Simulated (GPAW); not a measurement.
Wanted: an ASE script for a GPAW 26.7.0 run.

| Property | Result |
| --- | --- |
| Task | band structure |
| Functional | PBE |
| Potentials or basis | GPAW PAW data sets (gpaw-data 1.2.1) |
| Cutoff | 600 eV |
| Basis | pw |
| k mesh | 7 × 7 × 7 |
| Occupations | fermi-dirac, width 0.05 eV |
| Spin | no spin polarisation |
| Maxiter | 150 |
| Band path | GYTZGXA1Y,TX1,XAZ,LG |
| Band points | 60 |

The structure of TiSi2 lies in POSCAR:

```
TiSi2
1.0
    0.0000000000      4.1175163063      4.2628978354
    2.3895119538      0.0000000000      4.2628978354
    2.3895119538      4.1175163063      0.0000000000
Ti Si
2 4
Direct
    0.7500000000      0.7500000000      0.7500000000
    0.5000000000      0.5000000000      0.5000000000
    0.4125656100      0.0874343900      0.4125656100
    0.0874343900      0.4125656100      0.0874343900
    0.1625656100      0.8374343900      0.1625656100
    0.8374343900      0.1625656100      0.8374343900
```

The cell is a database's computed one.

The input as run:

run.py

```python
from ase.dft.bandgap import bandgap
from ase.io import read, write
from ase.units import Bohr, GPa
from gpaw import GPAW, PW
from gpaw.elf import elf_from_dft_calculation

atoms = read('POSCAR')

calc = GPAW(mode=PW(600),
            xc='PBE',
            kpts={'size': (7, 7, 7), 'gamma': True},
            occupations={'name': 'fermi-dirac', 'width': 0.05},
            nbands=38,
            convergence={'density': 1e-05, 'energy': 1e-05},
            maxiter=150,
            txt='gpaw.txt')
atoms.calc = calc
energy = atoms.get_potential_energy()
forces = atoms.get_forces()
stress = atoms.get_stress()
calc.write('gs.gpw')
write('result.traj', atoms)
print(f'Energy: {energy:.6f} eV')
print('Forces (eV/A):')
print(forces.round(4))
print('Stress (GPa):', (stress / GPa).round(3))
print('Fermi level:', round(calc.get_fermi_level(), 4), 'eV')
print(f'Gap: {bandgap(calc)[0]:.4f} eV, direct: {bandgap(calc, direct=True)[0]:.4f} eV')

# fields on the real-space grid
write('density.cube', atoms, data=calc.get_pseudo_density() * Bohr**3)
write('potential.cube', atoms, data=calc.get_electrostatic_potential())
write('elf.cube', atoms, data=elf_from_dft_calculation(calc).data)

path = atoms.cell.bandpath('GYTZGXA1Y,TX1,XAZ,LG', npoints=60, eps=1e-4)
bs_calc = calc.fixed_density(kpts=path, symmetry='off', nbands=57,
                             convergence={'bands': 'CBM+6.0', 'eigenstates': 1e-6}, txt='bands.txt')
bs = bs_calc.band_structure()
bs.write('bs.json')
print(f'Gap on the path: {bandgap(bs_calc)[0]:.4f} eV')
```

Potentials or basis: GPAW PAW data sets (gpaw-data 1.2.1), pw.

Command:

```sh
$ OMP_NUM_THREADS=1 python run.py
```

It gave:

The pressure is 2.4 GPa. The largest force is 0.019 eV/Å and the band gap along the path is none (metal or under the smearing width).

Wall time 8 min on 1 thread of Arm Neoverse V1, on a shared host, peak memory 0.61 GiB.
